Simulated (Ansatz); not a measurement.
Crystal: Ba2Tl5V3O12.

```
Ba V Tl O
1.0
     4.23698    2.44622    6.12840
    -4.23698    2.44622    6.12840
     0.00000   -4.89244    6.12840
Ba V Tl O
2 3 5 12
Direct
  0.50000 0.50000 0.50000
  0.00000 0.00000 0.00000
  0.50000 0.50000 0.00000
  0.00000 0.50000 0.50000
  0.50000 0.00000 0.50000
  0.00000 0.00000 0.50000
  0.50000 0.00000 0.00000
  0.00000 0.50000 0.00000
  0.74045 0.74045 0.74045
  0.25955 0.25955 0.25955
  0.71652 0.08089 0.41242
  0.41242 0.71652 0.08089
  0.08089 0.41242 0.71652
  0.58757 0.91911 0.28348
  0.91911 0.28348 0.58757
  0.28348 0.58757 0.91911
  0.28348 0.91911 0.58757
  0.58757 0.28348 0.91911
  0.91911 0.58757 0.28348
  0.41242 0.08089 0.71652
  0.08089 0.71652 0.41242
  0.71652 0.41242 0.08089
```

The cell was built by a generator and needn't be a form met in nature.

Base run:

```yaml
Program: Ansatz 0.2.0
Functional: revPBE
Potentials_or_basis: Ansatz PAW
Cutoff: "420 eV (not typed: the program's choice for these potentials)"
k_mesh: 4 × 4 × 4
Occupations: fermi-dirac, width 0.05 eV
Spin: collinear spin, ferromagnetic start
Starting_moments: "[0.0, 0.0, 2.0, 2.0, 2.0, 0.0, 0.0, 0.0, 0.0, 0.0, 0.0, 0.0, 0.0, 0.0, 0.0, 0.0, 0.0, 0.0, 0.0, 0.0, 0.0, 0.0] μB"
```

Its results: band gap on the k mesh none (metal or under the smearing width); pressure 2.3 GPa; net moment 1.12 μB per cell; site moments Ba +0.00, -0.00; V +0.25; Tl -0.00, +0.02; O -0.02 μB; largest force 0.081 eV/Å.

**Question.** The run is repeated on the same cell with these changes: functional from revPBE to PBE. What comes out?

**Answer.** Band gap on the k mesh none (metal or under the smearing width); pressure 0.0 GPa; net moment 1.10 μB per cell; site moments Ba +0.00, -0.00; V +0.23; Tl -0.00, +0.02; O -0.01 μB; largest force 0.017 eV/Å.

PBE binds more tightly than revPBE, so the same cell stands under less pressure.

Caveats: semilocal functionals often make such compounds metallic where correlation or magnetic order opens a gap, which also shifts bond lengths; spin-orbit coupling is left out, which moves the levels of the heavy elements (some runs); the PAW data sets come from PBE, with cores solved anew for the run's functional, which leaves a small shift of forces and pressure (some runs).
